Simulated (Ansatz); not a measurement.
GaAs, space group F-43m, a band structure

Program: Ansatz 0.2.0 through its Python package.

The cells in order, each with its output:

In [1]:
```python
from collections import Counter
import warnings

import ansatz as az
import matplotlib.pyplot as plt
import numpy as np
from pymatgen.analysis.ewald import EwaldSummation
from pymatgen.core import Structure
```

In [2]:
```python
XC = "PBE"
CUTOFF = 420
EXTRA_BANDS = 6
```

In [3]:
```python
gaas = (
    az.Lattice.of((0.0, 2.82685, 2.82685), (2.82685, 0.0, 2.82685), (2.82685, 2.82685, 0.0))
    .atom("Ga", (0.0, 0.0, 0.0))
    .atom("As", (0.25, 0.25, 0.25))
)

len(gaas.resolved().sites)
```
Out [3]:
```text
2
```

In [4]:
```python
# high-symmetry points in fractions of the reciprocal vectors
path = [
    ("K", (-0.375, 0.0, 0.375)),
    ("G", (0.0, 0.0, 0.0)),
    ("L", (0.0, 0.0, 0.5)),
    ("W", (-0.5, -0.25, 0.25)),
    ("X", (-0.5, -0.5, 0.0)),
]
calculation = gaas.calculation()
calculation = calculation.functional(XC).pseudopotentials("paw")
calculation = calculation.basis(CUTOFF).kpoints(6)
calculation = calculation.occupations(az.OccupationsMethod.FIXED).band_structure([point for _, point in path], intervals=10)
calculation = calculation.scf(extra_bands=EXTRA_BANDS)
calculation = calculation.bader_charges()
with warnings.catch_warnings(record=True) as caught:
    warnings.simplefilter("always")
    done = calculation.run(threads=1)
print("warnings raised:", sorted(w.category.__name__ for w in caught) or "none")
rep = done.report
```
```text
warnings raised: none
```

In [5]:
```python
rep["free_energy_ev"]
```
Out [5]:
```text
-8639.814012941097
```

In [6]:
```python
[(site.symbol, site.position_frac.round(4).tolist()) for site in done.lattice.sites]
```
Out [6]:
```text
[(<Element.GA: 'Ga'>, [0.0, 0.0, 0.0]), (<Element.AS: 'As'>, [0.25, 0.25, 0.25])]
```

In [7]:
```python
energy = rep["free_energy_ev"]
print("F of the GaAs cell: {:.6f} eV = {:.6f} Ry = {:.6f} Ha".format(energy, energy / 13.605693, energy / 27.211386))
print("Fermi level {:.4f} eV, {} k-points, {} symmetry operations".format(rep["fermi_energy_ev"], rep["n_kpoints"], rep["n_symmetry_ops"]))
```
```text
F of the GaAs cell: -8639.814013 eV = -635.014623 Ry = -317.507312 Ha
Fermi level 8.1914 eV, 16 k-points, 24 symmetry operations
```

In [8]:
```python
final = Structure(done.lattice.cell_ang, [s.symbol for s in done.lattice.sites], [s.position_frac for s in done.lattice.sites])
# point charges of the Bader values: a model, not a term of the DFT energy
charges = [a.partial_charge_e for a in done.bader_charges().atoms]
shift = sum(charges) / len(charges)
ionic = final.copy()
ionic.add_oxidation_state_by_site([q - shift for q in charges])
print("Bader charges", [round(q, 3) for q in charges])
print(f"point-charge energy {EwaldSummation(ionic).total_energy / len(ionic):.3f} eV/atom")
```
```text
Bader charges [0.693, -0.693]
point-charge energy -2.312 eV/atom
```

In [9]:
```python
told = Counter((n["data"]["severity"], n["data"]["kind"]) for n in done.notices if n["event"] == "notice")
for (severity, kind), count in sorted(told.items()):
    print(f"{severity:8s} {kind} x{count}")
```
```text
audit    band_cg_iterations x1
audit    preconditioner_resolved x1
```

In [10]:
```python
bands = done.band_structure()
fermi = bands.fermi_energy_ev
print(f"zero of the bands: {fermi:.3f} eV, the Fermi level found on the SCF mesh")
reciprocal = 2 * np.pi * np.linalg.inv(done.lattice.cell_ang).T
steps = np.linalg.norm(np.diff(bands.kpoints_frac @ reciprocal, axis=0), axis=1)
distance = np.concatenate([[0], np.cumsum(steps)])
fig, ax = plt.subplots(figsize=(5, 4))
for channel, colour in zip(bands.channels, ("C0", "C3")):
    ax.plot(distance, channel.eigenvalues_ev - fermi, colour, lw=1)
ax.set_xticks(distance[::10], [label for label, _ in path])
ax.set(ylim=(-6, 6), ylabel="E - E_F (eV)", xlim=(0, distance[-1]))
ax.grid(axis="x")
fig.savefig("bands.png", dpi=100)
first = bands.channels[0].eigenvalues_ev - fermi
near = np.argsort(np.abs(first.mean(axis=0)))[:4]
for band in sorted(near):
    print(f"band {band + 1}: {first[:, band].min():.3f} to {first[:, band].max():.3f} eV")
```
```text
zero of the bands: 8.191 eV, the Fermi level found on the SCF mesh
band 13: -3.969 to 0.000 eV
band 14: -3.340 to 0.000 eV
band 15: 0.514 to 4.621 eV
band 16: 1.660 to 5.979 eV
```

Reading the output:
- Absolute energies stand on the zero of these potentials, so only differences at equal settings mean something.
- Under fixed occupations the level called the Fermi level is the highest filled one on the SCF mesh; off the mesh a filled band can lie a little above it.
- The zero of the levels is a convention of the potentials, so an absolute Fermi energy is no work function.
- The structure is a deposited one; some such entries were measured under pressure or heat, so a shift against it needn't be the functional's error alone.
- Gaps and levels are Kohn-Sham values on a finite set of k-points, without spin-orbit coupling.
- Hardware and time: 36 s on 1 thread of Arm Neoverse N1, on a shared host, peak memory 0.42 GiB.
